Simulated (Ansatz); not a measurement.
# BaCdInC6N6: the cost of one run

Computed with Ansatz 0.2.0 (DFT PBE, scalar-relativistic, plane waves, PAW, unless a step's input says otherwise).

### Step 1. Starting point

It takes space group F-43m (No. 216, cubic). Conventional cell: a = 10.537 Å, b = 10.537 Å, c = 10.537 Å, α = 90.00°, β = 90.00°, γ = 90.00°. Ba (site symmetry -43m) is surrounded by 12 N at 3.76 Å and 12 C at 3.78 Å. Cd (site symmetry -43m) has 6 N at 2.10 Å as nearest neighbours. Around In (site symmetry -43m) lie 6 C at 2.00 Å. Around C (site symmetry 2mm) lie 1 N at 1.17 Å. Around N (site symmetry 2mm) lie 1 C at 1.17 Å.

Structure file:

```
CELL_PARAMETERS angstrom
0.00000 5.26850 5.26850
5.26850 0.00000 5.26850
5.26850 5.26850 0.00000
ATOMIC_POSITIONS crystal
Ba 0.75000 0.75000 0.75000
Cd 0.50000 0.50000 0.50000
In 0.00000 0.00000 0.00000
C 0.81010 0.18990 0.18990
C 0.18990 0.18990 0.81010
C 0.81010 0.18990 0.81010
C 0.18990 0.81010 0.81010
C 0.81010 0.81010 0.18990
C 0.18990 0.81010 0.18990
N 0.69906 0.30094 0.30094
N 0.30094 0.30094 0.69906
N 0.69906 0.30094 0.69906
N 0.30094 0.69906 0.69906
N 0.69906 0.69906 0.30094
N 0.30094 0.69906 0.30094
```

A structure generator made this guess: cyanide-bridged rock-salt net of two metals, 1 guest cations a cell (F-43m, No. 216). Lengths come from tabulated atomic sizes and are only a guess.

### Step 2. The guess as it stands, on a coarse mesh

Input file input.yaml:

```yaml
crystal:
  lattice:
    - [0.0, 5.2685, 5.2685]
    - [5.2685, 0.0, 5.2685]
    - [5.2685, 5.2685, 0.0]
  atoms:
    - { symbol: Ba, position: [0.75, 0.75, 0.75] }
    - { symbol: Cd, position: [0.5, 0.5, 0.5] }
    - { symbol: In, position: [0.0, 0.0, 0.0] }
    - { symbol: C, position: [0.81009775, 0.18990225, 0.18990225] }
    - { symbol: C, position: [0.18990225, 0.18990225, 0.81009775] }
    - { symbol: C, position: [0.81009775, 0.18990225, 0.81009775] }
    - { symbol: C, position: [0.18990225, 0.81009775, 0.81009775] }
    - { symbol: C, position: [0.81009775, 0.81009775, 0.18990225] }
    - { symbol: C, position: [0.18990225, 0.81009775, 0.18990225] }
    - { symbol: "N", position: [0.69906045, 0.30093955, 0.30093955] }
    - { symbol: "N", position: [0.30093955, 0.30093955, 0.69906045] }
    - { symbol: "N", position: [0.69906045, 0.30093955, 0.69906045] }
    - { symbol: "N", position: [0.30093955, 0.69906045, 0.69906045] }
    - { symbol: "N", position: [0.69906045, 0.69906045, 0.30093955] }
    - { symbol: "N", position: [0.30093955, 0.69906045, 0.30093955] }
basis:
  ecutwfc: 420
kpoints:
  mp_grid: { grid: [4, 4, 4] }
hamiltonian:
  xc: pbe
scf:
  occupations: { method: gaussian, width: 0.1 }
  lower_state_search: "off"
output:
  forces: true
  stress: true
  eigenvalues: true
```

Started as:

```console
$ ansatz run input.yaml --threads 1 --pin off --max-ram 2560MiB --backend cpu --events-out ev --progress --plain --runs-dir out
```

Q: Estimate wall time and peak memory on 1 thread of Arm Neoverse V2, shared host.

About 18 s, with a peak of 0.54 GiB.
